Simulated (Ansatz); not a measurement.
# AlAsH₂ (triplet): wave-function methods side by side, cc-pVTZ

The task here is to estimate one member of a computed series from the others.

Method: cc-pVTZ, core rule «outside noble gas», up to 19 orbitals frozen; program: Ansatz 0.2.0, Gaussian basis.

To be run: UHF; CCSD(T) on ROHF; CCSD(T) on UHF; BCCD(T) on ROHF; CCSDT(Q) on ROHF; CCSDT(Q) on UHF.

14 further runs of the same task are left out: 8 for a known fault of the program, 6 set aside as unsound or not needed.

## What is computed

The geometry is a PBE0/def2-TZVP stationary point (not a proven minimum). No spin-orbit coupling is included. The filled d shell of As may be among the frozen orbitals whatever the setting's name suggests; the logs give the count.

4 atoms, charge 0, spin multiplicity 3.

Atoms are counted from 1 here; the program's logs count them from 0.

Bond lengths: Al1–As2 2.466 Å, Al1–H3 1.609 Å, As2–H4 1.527 Å. Angles: As2–Al1–H3 114.8°, Al1–As2–H4 93.0°.

The first run:

Input file in.yaml:

```yaml
crystal:
  periodic: [false, false, false]
  atoms:
    - {symbol: Al, position_ang: [0.000000, -0.143301, 1.790435]}
    - {symbol: As, position_ang: [0.000000, 0.054308, -0.667817]}
    - {symbol: H, position_ang: [0.000000, 1.258720, 2.580257]}
    - {symbol: H, position_ang: [0.000000, -1.459507, -0.868621]}
basis:
  gaussian: {orbitals: cc-pVTZ}
magnetization: {spin_polarized: true, initial_magnetization: 2}
hamiltonian: {xc: hf}
output: {orbitals: {seedname: orbitals}}
```

Run with:

```bash
$ ansatz run in.yaml --threads 1 --pin off --events-out ev --progress --plain --max-ram 4096MiB --backend cpu
```

Among the steps run: UHF; CCSD(T) on ROHF; CCSD(T) on UHF; BCCD(T) on ROHF; CCSDT(Q) on ROHF; CCSDT(Q) on UHF.

One table of the session follows, with a row left open; its other results are not shown here.

It belongs to the step «Misses and costs». 

```
   method  from UCCSDT(Q) (meV)
     ROHF               +6000.1
      UHF                     ?
     RMP2               +1163.1
     UMP2               +1178.6
    RCCSD                +278.4
    UCCSD                +269.5
 RCCSD(T)                 +51.8
 UCCSD(T)                 +48.7
  BCCD(T)                 +51.5
   RCCSDT                 +15.5
   UCCSDT                 +11.1
RCCSDT(Q)                  +4.6
UCCSDT(Q)                     0
```

**Question.** Estimate the row for UHF.

**Answer.** from UCCSDT(Q) (meV): +5858.6. In the column «from UCCSDT(Q) (meV)» it lies between UMP2 (+1178.6) and ROHF (+6000.1).

With the free atoms at the same levels and basis (separate runs), the atomisation energy is 7.044 eV at UCCSDT(Q), 7.042 eV at RCCSD(T), 7.026 eV at UCCSD(T), 5.043 eV at ROHF.

Limits of these values: Restricted and unrestricted rows rest on different reference determinants; where their highest levels disagree by more than a few hundredths of an eV, they describe different states and don't form one ladder.
